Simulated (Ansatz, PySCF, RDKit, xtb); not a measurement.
**Isomers of C2H6ClIn, a sample narrowed down**

A sample of isomers of C2H6ClIn is drawn. Aim: find which of them has the lowest free energy at 298.15 K, then its properties. The sample is small against all isomers, and the most stable one of this formula need not be in it.

Plan: many cheap relaxations first (GFN2-xTB), then density-functional screening, relaxation at PBE0-D4/def2-SVP, vibrations and a final energy. The numbers are computed, not measured.

2 further runs of the same task are left out: 2 set aside as unsound or not needed.

## (1) Candidates

Isomers were drawn by moving bonds and hydrogen atoms under normal valences; this is a sample, not all of them. O–O, O–halogen and N–halogen bonds and N–N–N chains are not drawn. That gives 5 candidates.

```
label                SMILES     spin
 c043        ClC[CH2][InH2]  singlet
 c237  [CH3][In]([CH3])[Cl]  singlet
 c306     [CH3][InH][CH2]Cl  singlet
 c414       C[CH2][InH][Cl]  singlet
 c466      C[C@H](Cl)[InH2]  singlet
```

Candidates are built by distance geometry, with a force field where one applies, in up to four conformers (letters a to d).

**Question.** With final energies at CCSD(T)/def2-SVP + MP2/def2-TZVPP - MP2/def2-SVP, which structure will this search put lowest in free energy, and by what margin?

| quantity | value |
| --- | --- |
| lowest structure found | [CH3][In]([CH3])[Cl], singlet, C2 |
| next finalist | C[CH2][InH][Cl], singlet, 11.4 kcal/mol higher in G |
| share at equilibrium, among the finalists | 100.0 % |
| harmonic wavenumbers, lowest and highest (PBE0-D4/def2-SVP) | 17 and 3197 cm⁻¹ |
| rotational constants, same geometry | 0.1259, 0.08173, 0.05052 cm⁻¹ |
| dipole moment (PBE0/def2-TZVPD) | 3.84 D |
| HOMO energy (PBE0/def2-TZVPD) | -7.59 eV |
| LUMO energy (PBE0/def2-TZVPD) | -1.26 eV |
| HOMO–LUMO gap (PBE0/def2-TZVPD) | 6.34 eV |
| lowest excitation (TD-PBE0/def2-SVPD) | 5.02 eV (f = 0.000) |
| lowest triplet excitation, same level, Tamm-Dancoff | 4.82 eV |
| vertical ionisation energy | 9.44 eV |
| vertical electron affinity | -0.12 eV (unbound: the value depends on the basis) |
| vertical triplet less singlet | +4.76 eV |

`[CH3][In]([CH3])[Cl]` comes out lowest. The margin of 11.4 kcal/mol over the next finalist is beyond the usual error of the last level; it says nothing of structures that weren't ranked. HF/STO-3G, r2SCAN-D4/def2-SVP, PBE0-D4/def2-SVP, HF/def2-SVP and MP2/def2-SVP already put its bonding pattern lowest among the structures in one piece; GFN2-xTB favours the singlet C[CH2][InH][Cl]. Spin-orbit coupling, which matters for elements this heavy, is left out. The search is not exhaustive (a finite list of starts, one conformer a finalist), so a lower isomer can't be ruled out. Only 5 drawn patterns were tried, so whole families of isomers are missing, and the result ranks this sample alone.
